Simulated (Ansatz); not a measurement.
# CH2BFS: single points with varied inputs

How do the results and run time of CH2BFS respond when the settings are drawn wide?

Computed with Ansatz 0.2.0, Gaussian basis. Level: the settings change from run to run.

## (1) The geometry

An earlier PBE0-D4 in a triple-zeta def2 set relaxation fixed the geometry.

SMILES `FC1BS1`, 6 atoms, charge 0, spin multiplicity 1.

Atoms are counted from 1 here; the program's logs count them from 0.

Bond lengths: F1–C2 1.363 Å, C2–B3 1.532 Å, C2–S4 1.844 Å, C2–H5 1.086 Å, B3–S4 1.739 Å, B3–H6 1.181 Å. Angles: F1–C2–B3 119.7°, F1–C2–S4 115.5°, F1–C2–H5 110.1°, B3–C2–S4 61.2°, B3–C2–H5 126.3°, S4–C2–H5 114.0°, C2–B3–S4 68.3°, C2–B3–H6 149.0°, S4–B3–H6 142.6°, C2–S4–B3 50.5°.

## (2) B2GP-PLYP/aug-cc-pVTZ

Options: atoms shaken by 0.15 Å.

Input file in.yaml:

```yaml
crystal:
  periodic: [false, false, false]
  atoms:
    - {symbol: F, position_ang: [0.668066, -0.471322, -1.281612]}
    - {symbol: C, position_ang: [-0.197585, 0.110770, -0.821138]}
    - {symbol: B, position_ang: [0.289719, 0.006309, 0.979934]}
    - {symbol: S, position_ang: [-1.433569, -0.616757, 0.665879]}
    - {symbol: H, position_ang: [-0.379898, 0.967834, -1.007611]}
    - {symbol: H, position_ang: [1.151868, -0.163116, 1.738742]}
basis:
  gaussian: {orbitals: aug-cc-pVTZ}
hamiltonian: {xc: {name: B2GP-PLYP}}
```

Command:

```
> ansatz run in.yaml --threads 2 --pin off --events-out ev --progress --plain --max-ram 4352MiB
```

Standard output:

```text
Functional definition: B2GP-PLYP
  name "B2GP-PLYP"
  cite "Karton, Tarnopolsky, Lamère, Schatz & Martin, J. Phys. Chem. A 112, 12868 (2008) doi:10.1021/jp801805p"
  cite "Becke, Phys. Rev. A 38, 3098 (1988) doi:10.1103/PhysRevA.38.3098"
  cite "Lee, Yang & Parr, Phys. Rev. B 37, 785 (1988) doi:10.1103/PhysRevB.37.785"
  parameter a = 0.65
  parameter c = 0.36
  exchange = (1 - a)*b88_x + a*exact_x
  correlation = (1 - c)*lyp_c + c*(mp2_os + mp2_ss)
1366 factors; integrals over basis functions are off by at most 8.4e-4 eV
mean field evaluation 1: about -15277.1628 eV, gradient 2.6e1 eV
mean field evaluation 2: about -15277.3035 eV, gradient 2.5e1 eV
mean field evaluation 4: about -15278.7629 eV, gradient 4.6e0 eV
mean field evaluation 8: about -15278.8236 eV, gradient 1.2e-1 eV
mean field evaluation 16: about -15278.8237 eV, gradient 3.5e-4 eV
mean field -15278.82372535 eV, -561.4864155479 hartree, gradient 4.9e-6 eV, S^2 0.000000; 0 other end points of the search recorded, 0 dependent functions left out
8 core orbitals not correlated: weight in the atoms' cores, before any rotation towards them, 1.000 or more for the frozen orbitals, at most 0.000 for the correlated occupied ones
reference -15278.82385129 eV, -561.4864201762 hartree; 11, 11 occupied and 215, 215 virtual orbitals, 1366 factors
second order -21.98067085 eV of doubles, -0.00000000 eV of singles
Total energy: -15286.73689280 eV, -561.7772190879 hartree
```

It took 11 s on 2 threads of Arm Neoverse V1, shared host; peak memory 0.64 GiB.

## (3) BLYP/def2-SVP

This run has atoms shaken by 0.03 Å.

Input file in.yaml:

```yaml
crystal:
  periodic: [false, false, false]
  atoms:
    - {symbol: F, position_ang: [0.445346, -0.641204, -1.548525]}
    - {symbol: C, position_ang: [0.005295, 0.202734, -0.599916]}
    - {symbol: B, position_ang: [0.285421, -0.102856, 0.925106]}
    - {symbol: S, position_ang: [-1.386381, -0.593418, 0.433028]}
    - {symbol: H, position_ang: [-0.312294, 1.148040, -1.044526]}
    - {symbol: H, position_ang: [1.024341, -0.169469, 1.801216]}
basis:
  gaussian: {orbitals: def2-SVP}
hamiltonian: {xc: {name: BLYP}}
output: {forces: true}
```

Same command.

Standard output, cut to the lines that bear on the results:

```text
Functional definition: BLYP
  name "BLYP"
  cite "Becke, Phys. Rev. A 38, 3098 (1988) doi:10.1103/PhysRevA.38.3098"
  cite "Lee, Yang & Parr, Phys. Rev. B 37, 785 (1988) doi:10.1103/PhysRevB.37.785"
[...]
781 factors; their error is unknown
[...]
mean field -15289.36222915 eV, -561.8736984192 hartree, gradient 7.5e-5 eV, S^2 0.000000; 0 other end points of the search recorded, 0 dependent functions left out
[...]
reference -15289.36247652 eV, -561.8737075100 hartree; 19, 19 occupied and 51, 51 virtual orbitals, 781 factors
Total energy: -15289.36247652 eV, -561.8737075100 hartree
Atom 0 at     0.445346    -0.641204    -1.548525 Å, force     0.785883    -0.556161    -0.885862 eV/Å
Atom 1 at     0.005295     0.202734    -0.599916 Å, force    -0.311844    -0.055531     1.358374 eV/Å
Atom 2 at     0.285421    -0.102856     0.925106 Å, force    -1.869165    -0.152688    -2.222225 eV/Å
Atom 3 at    -1.386381    -0.593418     0.433028 Å, force     0.549361     0.291853     0.761920 eV/Å
Atom 4 at    -0.312294     1.148040    -1.044526 Å, force    -0.015862     0.488511    -0.084873 eV/Å
Atom 5 at     1.024341    -0.169469     1.801216 Å, force     0.861627    -0.015984     1.072667 eV/Å
Dipole moment:     0.009290     0.218830     0.077212 e Å
```

Wall time 0.85 s (2 threads of Arm Neoverse V1, shared host).

Largest force 2.908 eV/Å, dipole 1.12 D.

## (4) revPBE/def2-TZVP

Options: D3(BJ) dispersion.

Input file in.yaml:

```yaml
crystal:
  periodic: [false, false, false]
  atoms:
    - {symbol: F, position_ang: [0.493532, -0.613955, -1.552884]}
    - {symbol: C, position_ang: [-0.040960, 0.189046, -0.590288]}
    - {symbol: B, position_ang: [0.249822, -0.099787, 0.886234]}
    - {symbol: S, position_ang: [-1.361165, -0.580008, 0.442493]}
    - {symbol: H, position_ang: [-0.316209, 1.149032, -1.015732]}
    - {symbol: H, position_ang: [1.016979, -0.108328, 1.784078]}
basis:
  gaussian: {orbitals: def2-TZVP}
hamiltonian: {xc: {name: revPBE}, dispersion: d3bj}
output: {forces: true}
```

Launched as before.

Standard output, cut to the lines that bear on the results:

```text
Functional definition: revPBE
  name "revPBE"
  cite "Zhang & Yang, Phys. Rev. Lett. 80, 890 (1998) doi:10.1103/PhysRevLett.80.890"
  cite "Perdew, Burke & Ernzerhof, Phys. Rev. Lett. 77, 3865 (1996) doi:10.1103/PhysRevLett.77.3865"
[...]
854 factors; their error is unknown
[...]
mean field -15296.38043887 eV, -562.1316128696 hartree, gradient 6.2e-5 eV, S^2 0.000000; 0 other end points of the search recorded, 0 dependent functions left out
[...]
reference -15296.38048198 eV, -562.1316144537 hartree; 19, 19 occupied and 123, 123 virtual orbitals, 854 factors
Total energy: -15296.65406167 eV, -562.1416683220 hartree
Atom 0 at     0.493532    -0.613955    -1.552884 Å, force     0.379969    -0.531751    -0.694498 eV/Å
Atom 1 at    -0.040960     0.189046    -0.590288 Å, force     0.066816     0.510067     0.220549 eV/Å
Atom 2 at     0.249822    -0.099787     0.886234 Å, force     0.277865     0.068311     0.236306 eV/Å
Atom 3 at    -1.361165    -0.580008     0.442493 Å, force    -0.737022    -0.309589     0.226758 eV/Å
Atom 4 at    -0.316209     1.149032    -1.015732 Å, force    -0.093745     0.272040    -0.124157 eV/Å
Atom 5 at     1.016979    -0.108328     1.784078 Å, force     0.106118    -0.009078     0.135042 eV/Å
Dipole moment:    -0.050020     0.216253     0.121889 e Å
```

Run time: 1.6 s. Hardware: 2 threads of Arm Neoverse V1, shared host.

Largest force 0.954 eV/Å, dipole 1.22 D.

## (5) PBE-QIDH/def2-TZVPP

Set apart from the defaults: coordinates scaled by 1.12, the search for lower states set to full.

Input file in.yaml:

```yaml
crystal:
  periodic: [false, false, false]
  atoms:
    - {symbol: F, position_ang: [0.552756, -0.687630, -1.739230]}
    - {symbol: C, position_ang: [-0.045875, 0.211731, -0.661123]}
    - {symbol: B, position_ang: [0.279800, -0.111761, 0.992582]}
    - {symbol: S, position_ang: [-1.524505, -0.649609, 0.495592]}
    - {symbol: H, position_ang: [-0.354154, 1.286915, -1.137620]}
    - {symbol: H, position_ang: [1.139017, -0.121327, 1.998167]}
basis:
  gaussian: {orbitals: def2-TZVPP}
hamiltonian: {xc: {name: PBE-QIDH}}
scf: {lower_state_search: full}
output: {forces: true}
```

Same command.

Standard output, cut to the lines that bear on the results:

```text
Functional definition: PBE-QIDH
  name "PBE-QIDH"
  cite "Brémond, Sancho-García, Pérez-Jiménez & Adamo, J. Chem. Phys. 141, 031101 (2014) doi:10.1063/1.4890314"
  cite "Perdew, Burke & Ernzerhof, Phys. Rev. Lett. 77, 3865 (1996) doi:10.1103/PhysRevLett.77.3865"
[...]
997 factors; integrals over basis functions are off by at most 8.5e-4 eV
[...]
mean field -15278.75682128 eV, -561.4839568687 hartree, gradient 3.7e-6 eV, S^2 0.000000; 0 other end points of the search recorded, 0 dependent functions left out
8 core orbitals not correlated: weight in the atoms' cores, before any rotation towards them, 1.000 or more for the frozen orbitals, at most 0.000 for the correlated occupied ones
reference -15278.75683185 eV, -561.4839572571 hartree; 11, 11 occupied and 144, 144 virtual orbitals, 997 factors
second order -21.55501675 eV of doubles, -0.00000000 eV of singles
[...]
Total energy: -15285.94183743 eV, -561.7480013421 hartree
Atom 0 at     0.552756    -0.687630    -1.739230 Å, force    -1.878486     2.590615     3.212620 eV/Å
Atom 1 at    -0.045875     0.211731    -0.661123 Å, force     0.126197    -0.765895     0.456627 eV/Å
Atom 2 at     0.279800    -0.111761     0.992582 Å, force    -1.787830    -0.408581    -2.180058 eV/Å
Atom 3 at    -1.524505    -0.649609     0.495592 Å, force     4.583174     1.814995    -0.543495 eV/Å
Atom 4 at    -0.354154     1.286915    -1.137620 Å, force     0.786585    -3.261319     1.183070 eV/Å
Atom 5 at     1.139017    -0.121327     1.998167 Å, force    -1.829641     0.030186    -2.128764 eV/Å
Dipole moment:     0.028001     0.344035     0.313227 e Å
```

Wall time 9 s (2 threads of Arm Neoverse V1, shared host); peak memory 0.51 GiB.

Largest force 4.959 eV/Å, dipole 2.24 D.

## (6) B97M-V/pcseg-2

Input file in.yaml:

```yaml
crystal:
  periodic: [false, false, false]
  atoms:
    - {symbol: F, position_ang: [0.493532, -0.613955, -1.552884]}
    - {symbol: C, position_ang: [-0.040960, 0.189046, -0.590288]}
    - {symbol: B, position_ang: [0.249822, -0.099787, 0.886234]}
    - {symbol: S, position_ang: [-1.361165, -0.580008, 0.442493]}
    - {symbol: H, position_ang: [-0.316209, 1.149032, -1.015732]}
    - {symbol: H, position_ang: [1.016979, -0.108328, 1.784078]}
basis:
  gaussian: {orbitals: pcseg-2}
hamiltonian: {xc: {name: B97M-V}}
output: {forces: true}
```

The command is unchanged.

Standard output, cut to the lines that bear on the results:

```text
Functional definition: B97M-V
  name "B97M-V"
  cite "Mardirossian & Head-Gordon, J. Chem. Phys. 142, 074111 (2015) doi:10.1063/1.4907719"
  cite "Becke, J. Chem. Phys. 107, 8554 (1997) doi:10.1063/1.475007"
  cite "Vydrov & Van Voorhis, J. Chem. Phys. 133, 244103 (2010) doi:10.1063/1.3521275"
  # Of w^i u^j: cxij and so on, Table III.
[...]
  gx(w, u) = cx00 + cx01*u + cx02*u^2 + (cx10 + cx11*u)*w
  gss(w, u) = css00 + css02*u^2 + css10*w + (css32*w^3 + css42*w^4)*u^2
  gos(w, u) = cos00 + cos01*u + cos03*u^3 + cos10*w + cos32*w^3*u^2
[...]
      + integral(e_c_pw_mod_opposite_spin*gos(b97_w_opposite, b97_u_opposite)) + vv10(b, c)
847 factors; their error is unknown
[...]
mean field -15296.10121280 eV, -562.1213515007 hartree, gradient 6.3e-5 eV, S^2 0.000000; 0 other end points of the search recorded, 0 dependent functions left out
[...]
reference -15296.10127163 eV, -562.1213536626 hartree; 19, 19 occupied and 133, 133 virtual orbitals, 847 factors
Total energy: -15296.10127163 eV, -562.1213536626 hartree
Atom 0 at     0.493532    -0.613955    -1.552884 Å, force     0.016914    -0.063092    -0.056980 eV/Å
Atom 1 at    -0.040960     0.189046    -0.590288 Å, force    -0.006566     0.337774     0.125008 eV/Å
Atom 2 at     0.249822    -0.099787     0.886234 Å, force     0.048080    -0.005300    -0.015737 eV/Å
Atom 3 at    -1.361165    -0.580008     0.442493 Å, force     0.004192    -0.019467     0.027918 eV/Å
Atom 4 at    -0.316209     1.149032    -1.015732 Å, force     0.059889    -0.252918     0.075439 eV/Å
Atom 5 at     1.016979    -0.108328     1.784078 Å, force    -0.122508     0.003003    -0.155648 eV/Å
Dipole moment:    -0.036934     0.241642     0.149377 e Å
```

Wall time 7 s (2 threads of Arm Neoverse V1, shared host).

Largest force 0.360 eV/Å, dipole 1.38 D.

## (7) HF/aug-cc-pVDZ

Set apart from the defaults: atoms shaken by 0.08 Å, a grid of angular degree 23.

Input file in.yaml:

```yaml
crystal:
  periodic: [false, false, false]
  atoms:
    - {symbol: F, position_ang: [0.524801, -0.730730, -1.462136]}
    - {symbol: C, position_ang: [-0.036781, 0.147299, -0.613831]}
    - {symbol: B, position_ang: [0.133523, 0.052504, 0.968915]}
    - {symbol: S, position_ang: [-1.449251, -0.575326, 0.409349]}
    - {symbol: H, position_ang: [-0.396712, 1.200945, -1.094872]}
    - {symbol: H, position_ang: [1.095165, -0.036534, 1.801625]}
basis:
  gaussian: {orbitals: aug-cc-pVDZ, final_grid: {core_spheres: 8, valence_spheres: 7, degree: 23}}
hamiltonian: {xc: {name: HF}}
output: {forces: true}
```

Same command.

Standard output, cut to the lines that bear on the results:

```text
Functional definition: HF
  name "HF"
  cite "Fock, Z. Phys. 61, 126 (1930) doi:10.1007/BF01340294"
  parent pbe
[...]
1125 factors; integrals over basis functions are off by at most 5.7e-4 eV
[...]
mean field -15256.23997676 eV, -560.6564780950 hartree, gradient 1.7e-5 eV, S^2 0.000000; 0 other end points of the search recorded, 0 dependent functions left out
[...]
reference -15256.23997676 eV, -560.6564780950 hartree; 19, 19 occupied and 95, 95 virtual orbitals, 1125 factors
Total energy: -15256.23997676 eV, -560.6564780950 hartree
Atom 0 at     0.524801    -0.730730    -1.462136 Å, force     0.141753     0.481098     0.031868 eV/Å
Atom 1 at    -0.036781     0.147299    -0.613831 Å, force    -1.909372     3.068363     0.577151 eV/Å
Atom 2 at     0.133523     0.052504     0.968915 Å, force     1.528326    -1.311361    -0.892791 eV/Å
Atom 3 at    -1.449251    -0.575326     0.409349 Å, force     0.838782     0.623280     0.407161 eV/Å
Atom 4 at    -0.396712     1.200945    -1.094872 Å, force     1.297980    -3.293441     0.805552 eV/Å
Atom 5 at     1.095165    -0.036534     1.801625 Å, force    -1.897468     0.432061    -0.928941 eV/Å
Dipole moment:     0.062818     0.349626     0.178280 e Å
```

Run time: 1.4 s. Hardware: 2 threads of Arm Neoverse V1, shared host.

Largest force 3.660 eV/Å, dipole 1.91 D.

## (8) r2SCANh/def2-SVP

Set apart from the defaults: charge -1, multiplicity 2, D3(BJ) with three-body dispersion, high accuracy, the search for lower states set to off.

Input file in.yaml:

```yaml
crystal:
  periodic: [false, false, false]
  atoms:
    - {symbol: F, position_ang: [0.493532, -0.613955, -1.552884]}
    - {symbol: C, position_ang: [-0.040960, 0.189046, -0.590288]}
    - {symbol: B, position_ang: [0.249822, -0.099787, 0.886234]}
    - {symbol: S, position_ang: [-1.361165, -0.580008, 0.442493]}
    - {symbol: H, position_ang: [-0.316209, 1.149032, -1.015732]}
    - {symbol: H, position_ang: [1.016979, -0.108328, 1.784078]}
basis:
  gaussian: {orbitals: def2-SVP}
total_charge: -1
magnetization: {spin_polarized: true, initial_magnetization: 1}
hamiltonian: {xc: {name: r2SCANh}, dispersion: d3bjatm}
accuracy: high
scf: {lower_state_search: off}
```

Launched as before.

Standard output, cut to the lines that bear on the results:

```text
Functional definition: r2SCANh
  name "r2SCANh"
  cite "Bursch, Neugebauer, Ehlert & Grimme, J. Chem. Phys. 156, 134105 (2022) doi:10.1063/5.0086040"
  cite "Furness, Kaplan, Ning, Perdew & Sun, J. Phys. Chem. Lett. 11, 8208 (2020) doi:10.1021/acs.jpclett.0c02405"
  cite "Furness, Kaplan, Ning, Perdew & Sun, J. Phys. Chem. Lett. 11, 9248 (2020) doi:10.1021/acs.jpclett.0c03077"
  parent r2scan
[...]
1538 factors; integrals over basis functions are off by at most 3.8e-9 eV
[...]
mean field -15286.89357656 eV, -561.7829771098 hartree, gradient 5.4e-8 eV, S^2 0.757014; 0 other end points of the search recorded, 0 dependent functions left out
reference -15286.89357793 eV, -561.7829771604 hartree; 20, 19 occupied and 50, 51 virtual orbitals, 1538 factors
Total energy: -15286.92187676 eV, -561.7840171230 hartree
Checks for a lower state left out: stability, starts, cluster_reference, orbital_swaps, neighbouring_geometries, increment
```

It took 6.5 s on 2 threads of Arm Neoverse V1, shared host.

⟨S²⟩ 0.757.

## (9) B97M-V/cc-pVDZ

in.yaml: that of step 8 with these lines changed.

```diff
@@ -10,7 +10,3 @@
 basis:
-  gaussian: {orbitals: def2-SVP}
-total_charge: -1
-magnetization: {spin_polarized: true, initial_magnetization: 1}
-hamiltonian: {xc: {name: r2SCANh}, dispersion: d3bjatm}
-accuracy: high
-scf: {lower_state_search: off}
+  gaussian: {orbitals: cc-pVDZ}
+hamiltonian: {xc: {name: B97M-V}}
```

Same command.

Standard output, cut to the lines that bear on the results:

```text
Functional definition: B97M-V
  name "B97M-V"
  cite "Mardirossian & Head-Gordon, J. Chem. Phys. 142, 074111 (2015) doi:10.1063/1.4907719"
  cite "Becke, J. Chem. Phys. 107, 8554 (1997) doi:10.1063/1.475007"
  cite "Vydrov & Van Voorhis, J. Chem. Phys. 133, 244103 (2010) doi:10.1063/1.3521275"
  # Of w^i u^j: cxij and so on, Table III.
[...]
  gx(w, u) = cx00 + cx01*u + cx02*u^2 + (cx10 + cx11*u)*w
  gss(w, u) = css00 + css02*u^2 + css10*w + (css32*w^3 + css42*w^4)*u^2
  gos(w, u) = cos00 + cos01*u + cos03*u^3 + cos10*w + cos32*w^3*u^2
[...]
      + integral(e_c_pw_mod_opposite_spin*gos(b97_w_opposite, b97_u_opposite)) + vv10(b, c)
837 factors; their error is unknown
[...]
mean field -15294.38436692 eV, -562.0582585784 hartree, gradient 9.7e-6 eV, S^2 0.000000; 0 other end points of the search recorded, 0 dependent functions left out
reference -15294.38440521 eV, -562.0582599853 hartree; 19, 19 occupied and 51, 51 virtual orbitals, 837 factors
Total energy: -15294.38440521 eV, -562.0582599853 hartree
```

Run time: 3.7 s. Hardware: 2 threads of Arm Neoverse V1, shared host.

## (10) BLYP/x2c-TZVPPall

Set apart from the defaults: a grid of angular degree 11, a point charge of 2.00 e beside it, the search for lower states set to full.

in.yaml: that of step 9 with these lines changed.

```diff
@@ -10,3 +10,4 @@
 basis:
-  gaussian: {orbitals: cc-pVDZ}
-hamiltonian: {xc: {name: B97M-V}}
+  gaussian: {orbitals: x2c-TZVPPall, final_grid: {core_spheres: 5, valence_spheres: 4, degree: 11}, point_charges: [{charge: 2.00, position_ang: [4.630, 0.956, -0.246]}]}
+hamiltonian: {xc: {name: BLYP}}
+scf: {lower_state_search: full}
```

Launched as before.

Standard output:

```text
Functional definition: BLYP
  name "BLYP"
  cite "Becke, Phys. Rev. A 38, 3098 (1988) doi:10.1103/PhysRevA.38.3098"
  cite "Lee, Yang & Parr, Phys. Rev. B 37, 785 (1988) doi:10.1103/PhysRevB.37.785"
  parameter beta = 0.0042
  parameter a = 0.04918
  parameter b = 0.132
  parameter c = 0.2533
  parameter d = 0.349
  exchange = b88_x(beta = beta)
  correlation = lyp_c(a = a, b = b, c = c, d = d)
916 factors; their error is unknown
mean field evaluation 1: about -15317.4577 eV, gradient 7.4e1 eV
mean field evaluation 2: about -15267.2921 eV, gradient 1.5e2 eV
mean field evaluation 4: about -15331.3674 eV, gradient 1.6e1 eV
mean field evaluation 8: about -15331.8749 eV, gradient 1.3e-1 eV
mean field evaluation 16: about -15331.8679 eV, gradient 1.2e-3 eV
mean field -15331.86791506 eV, -563.4357535650 hartree, gradient 5.8e-5 eV, S^2 0.000000; 0 other end points of the search recorded, 0 dependent functions left out
reference -15331.86820781 eV, -563.4357643234 hartree; 19, 19 occupied and 144, 144 virtual orbitals, 916 factors
Total energy: -15331.86820781 eV, -563.4357643234 hartree
Relativity: scalar
```

Run time: 1 s. Hardware: 2 threads of Arm Neoverse V1, shared host.

## (11) All runs side by side

```
                level  charge  multiplicity               geometry  functions  energy (eV)    time
B2GP-PLYP/aug-cc-pVTZ       0             1                 shaken        234   -15286.737    11 s
        BLYP/def2-SVP       0             1                 shaken         70   -15289.362  0.85 s
     revPBE/def2-TZVP       0             1                relaxed        142   -15296.654   1.6 s
  PBE-QIDH/def2-TZVPP       0             1                 scaled        163   -15285.942     9 s
       B97M-V/pcseg-2       0             1                relaxed        152   -15296.101     7 s
       HF/aug-cc-pVDZ       0             1                 shaken        114   -15256.240   1.4 s
     r2SCANh/def2-SVP      -1             2                relaxed         70   -15286.922   6.5 s
       B97M-V/cc-pVDZ       0             1                relaxed         70   -15294.384   3.7 s
    BLYP/x2c-TZVPPall       0             1  relaxed, point charge        163   -15331.868     1 s
```

## (12) Results

| quantity | value |
| --- | --- |
| runs | 9 |
| quickest | BLYP/def2-SVP, 0.85 s |
| slowest | B2GP-PLYP/aug-cc-pVTZ, 11 s |
| spread of total energies, same state and geometry | 2.3 eV |
| dipole, same state and geometry | 1.22 to 1.38 D |

What this shows: Run time spans a factor of 12, from BLYP/def2-SVP to B2GP-PLYP/aug-cc-pVTZ. The jobs differ in tasks and options as well as level. The totals spread over 2 eV; they can't be compared across methods or bases. At the PBE0-D4/def2-TZVP geometry and in the same state, runs without warnings or point charges leave forces up to 0.95 eV/Å (revPBE/def2-TZVP), against 5.0 eV/Å where the atoms were moved.
